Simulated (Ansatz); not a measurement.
# LuBi: the cost of one run

All numbers are computed with Ansatz 0.2.0, driven from Python. Level of theory: DFT LDA, plane waves, PAW.

### Step 1. Starting point

Symmetry: Fm-3m, No. 225, cubic system. The conventional cell has a = 6.204 Å, b = 6.204 Å, c = 6.204 Å, α = 90.00°, β = 90.00°, γ = 90.00°. Lu (site symmetry m-3m) is surrounded by 6 Bi at 3.10 Å. Around Bi (site symmetry m-3m) lie 6 Lu at 3.10 Å.

The script holds or builds the structure itself.

### Step 2. The code

Contents of fermi_lubi.py:

```python
# -*- coding: utf-8 -*-
"""Area of the Fermi surface of LuBi."""

import ansatz as az


def main():
    crystal = (
        az.Lattice.of((0.0, 3.10196699, 3.10196699), (3.10196699, 0.0, 3.10196699), (3.10196699, 3.10196699, 0.0))
        .atom("Lu", (0.5, 0.5, 0.5))
        .atom("Bi", (0.0, 0.0, 0.0))
    )

    job = (
        crystal.calculation()
        .pseudopotentials("paw")
        .occupations("methfessel_paxton", width=0.15)
        .functional(az.Functional.LDA)
        .kpoints(9)
        .basis(510)
        .eigenstates(nscf_kmesh=(10, 10, 10), level_slopes=True)
    )
    surface = job.run(threads=1).fermi_surface().to_plain()
    for way, reading in surface.items():
        if reading:
            rho_lambda = [f"{v:.3e}" for v in reading["resistivity_times_mean_free_path_ohm_m2"]]
            print(f"{way:24s} area {reading['spin_summed_area_per_ang2']:8.3f} 1/A^2  rho*lambda (ohm m^2) {rho_lambda}")


if __name__ == "__main__":
    main()
```

### Step 3. Launch

Started as:

```bash
$ python fermi_lubi.py
```

**Question.** How long does this script take on 1 thread of Intel Xeon 6975P-C (Granite Rapids), shared host, and how much memory does it need?

About 4.7 s, with a peak of 0.45 GiB.
